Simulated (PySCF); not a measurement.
# Br3Ti (TiBr3): the cost of one run

Programs: PySCF 2.14.0, with routines of our own; each step states its level. All values are computed. Atoms count from 0.

## 1. The starting structure

4 atoms, charge 0, states of the metal's open shell are computed; geometry from: model geometry, bond lengths from ionic radii.

## 2. Ligand-field states: state-averaged CASSCF

Job settings and geometry (Å):

```
{"job": {"kind": "lf", "basis": {"metal": "x2c-TZVPall", "ligand": "x2c-SVPall"}, "nevpt": true}, "charge": 0, "metal": "Ti", "open_shell": "d1"}
Ti     0.000000     0.000000     0.000000
Br     2.350000     0.000000     0.000000
Br    -1.175000     2.035160     0.000000
Br    -1.175000    -2.035160     0.000000
```

With the program's defaults for keys left out, this is: state-averaged CASSCF of the metal d shell, SC-NEVPT2 on the averaged canonical orbitals, state-interaction spin-orbit coupling.

The run is started by

```sh
> OMP_NUM_THREADS=1 python lf_run.py task.json out
```

One launch serves the whole session: the jobs run in the order shown.

Q: Estimate the wall time and peak memory of this first job on 1 thread of Arm Neoverse V1, shared host.

About 26 s, with a peak of 0.35 GiB.
